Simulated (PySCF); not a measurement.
# C10H15: the cost of one run

Programs: PySCF 2.14.0, with density-fitted response routines of our own. Each step states its level of theory. These are calculated values for one molecule in the gas phase, unless marked as measured. Atoms are numbered from 0 throughout.

**1. Starting geometry**

25 atoms, charge 1, multiplicity 1; geometry from: GFN2-xTB.

Bonds of the start (Å): C0–C1 1.51, C1–C2 1.51, C2–C3 1.54, C3–C4 1.55, C4–C5 1.55, C5–C6 1.55, C6–C7 1.55, C7–C8 1.54, C7–C9 1.55, C5–C0 1.54, C8–C1 1.51, C9–C3 1.55, C0–H10 1.10, C0–H11 1.10, C2–H12 1.10, C2–H13 1.10, C3–H14 1.10, C4–H15 1.10, C4–H16 1.10, C5–H17 1.10, C6–H18 1.10, C6–H19 1.10, C7–H20 1.10, C8–H21 1.10, C8–H22 1.10, C9–H23 1.10, C9–H24 1.10.

**2. Optimising the geometry at PBE0-D3(BJ)/def2-SVP**

Job settings and geometry (Å):

```
{"job": {"xc": "PBE0", "basis": "def2-SVP", "d3": "d3bj", "grid": 2, "kind": "geom"}, "charge": 1, "multiplicity": 1}
C     -1.261370    -1.277880    -0.067520
C      0.075470    -1.329390     0.639740
C      1.243490    -1.257020    -0.319680
C      1.173960     0.129720    -0.994260
C     -0.176830     0.268750    -1.734040
C     -1.350570     0.108620    -0.740090
C     -1.239030     1.207530     0.342140
C      0.101870     1.077240     1.101250
C      0.179790    -0.316790     1.759520
C      1.262210     1.228430     0.090310
H     -2.078410    -1.419790     0.648670
H     -1.331600    -2.079860    -0.810800
H      2.189110    -1.384250     0.219070
H      1.177520    -2.058800    -1.063560
H      2.000520     0.240800    -1.704670
H     -0.249820    -0.490880    -2.522050
H     -0.234530     1.247420    -2.225930
H     -2.303870     0.204820    -1.271310
H     -2.075600     1.122750     1.046620
H     -1.310590     2.198440    -0.122670
H      0.172580     1.856330     1.868220
H     -0.634900    -0.457010     2.478790
H      1.123630    -0.442370     2.301770
H      1.223280     2.219620    -0.377790
H      2.223700     1.158680     0.613770
```

**Question.** How long does this first job take on 8 threads of Intel Xeon Platinum 8375C at 2.90GHz (Ice Lake), shared host?

About 2 min.
